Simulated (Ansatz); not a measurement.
# Sb: a tetragonal deformation path

One table from this session's results is given with a row withheld; the runs are named, their logs left out.

Method: DFT PBEsol, scalar-relativistic, plane waves, PAW, in Ansatz 0.2.0.

**Starting point**

Symmetry: Fm-3m, No. 225, cubic system. The conventional cell has a = 4.742 Å, b = 4.742 Å, c = 4.742 Å, α = 90.00°, β = 90.00°, γ = 90.00°. Around Sb (site symmetry m-3m) lie 12 Sb at 3.35 Å.

Structure file:

```cif
data_structure
_symmetry_space_group_name_H-M 'P 1'
_symmetry_Int_Tables_number 1
_cell_length_a 3.3534
_cell_length_b 3.3534
_cell_length_c 3.3534
_cell_angle_alpha 60.000
_cell_angle_beta 60.000
_cell_angle_gamma 60.000
_cell_volume 26.67
loop_
_atom_site_label
_atom_site_type_symbol
_atom_site_fract_x
_atom_site_fract_y
_atom_site_fract_z
_atom_site_occupancy
Sb1 Sb 0.00000 0.00000 0.00000 1
```

It goes back to an entry of the Materials Project, which need not be the stable form.

No relaxation comes first: the listed cell is the starting point.

Set-up of the first run:

Contents of input.yaml:

```yaml
crystal:
  lattice:
    - [0.0, 2.3712425216, 2.3712425216]
    - [2.3712425216, 0.0, 2.3712425216]
    - [2.3712425216, 2.3712425216, 0.0]
  atoms:
    - { symbol: Sb, position: [0.0, 0.0, 0.0] }
basis:
  ecutwfc: 420
kpoints:
  mp_grid: { grid: [20, 20, 20] }
hamiltonian:
  xc: pbesol
scf:
  occupations: { method: gaussian, width: 0.15 }
output:
  forces: true
  stress: true
  eigenvalues: true
```

Steps of the session up to this table: Zero of the scan; ρ = 0.707; At ρ = 1.414; ρ = 0.850; Point ρ = 1.200.

One of the session's tables, all rows but one given; the rest of the session is left out.

It belongs to the step «The scan collected». Collected from the runs (energy zero: the undisturbed cell):

| ρ | ΔE (meV/atom) | pressure (GPa) |
| --- | --- | --- |
| 0.707 | -86.5 | -1.8 |
| 0.850 | -36.1 | -1.4 |
| 1.000 | 0.0 | -1.2 |
| 1.200 | ? | ? |
| 1.414 | 30.7 | 2.2 |

Q: Estimate the row for ρ = 1.200 from the others.

Worked estimate for «ΔE (meV/atom)». A straight line through the neighbours (1.000, 0.0) and (1.414, 30.7) gives 0.0 + (30.7 − 0.0) × (1.200 − 1.000) / (1.414 − 1.000) = 14.8; a parabola fitted to 3 rows on both sides gives 27.5.

**Answer.** ΔE (meV/atom): -15.4; pressure (GPa): -0.6. In «ΔE (meV/atom)» the line misses by +30.2 and the parabola by +42.9. Between these rows the values bend or scatter more than so simple an estimate can follow.
